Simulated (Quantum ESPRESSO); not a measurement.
Crystal: Ti3Se.

```
Se Ti
1.0
     3.19745    0.00000    0.00000
    -1.59872    2.76907    0.00000
     0.00000    0.00000    7.94275
Se Ti
1 3
Direct
  0.00000 0.00000 0.00000
  0.66667 0.33333 0.50000
  0.33333 0.66667 0.77290
  0.33333 0.66667 0.22710
```

The cell comes from a database or a generator and needn't be the stable form of this composition.

Base run:

| Quantity | Value |
| --- | --- |
| Program | Quantum ESPRESSO 7.5 |
| Functional | PBEsol |
| Potentials or basis | GBRV 1.5 PBEsol |
| Cutoff | 612 eV |
| Density cutoff | 4898 eV |
| k mesh | 10 × 10 × 4 |
| Occupations | fermi-dirac, width 0.05 eV |
| Spin | no spin polarisation |

Its results: band gap on the k mesh none (metal or under the smearing width); pressure -4.5 GPa; largest force 0.094 eV/Å.

Problem. The run is repeated on the same cell with these changes: functional from PBEsol to LDA; potentials or basis from GBRV 1.5 PBEsol to GBRV 1.5 LDA. What comes out?

Solution. Band gap on the k mesh none (metal or under the smearing width); pressure -7.9 GPa; largest force 0.102 eV/Å.

Caveats: some levels on the path didn't converge (some runs).
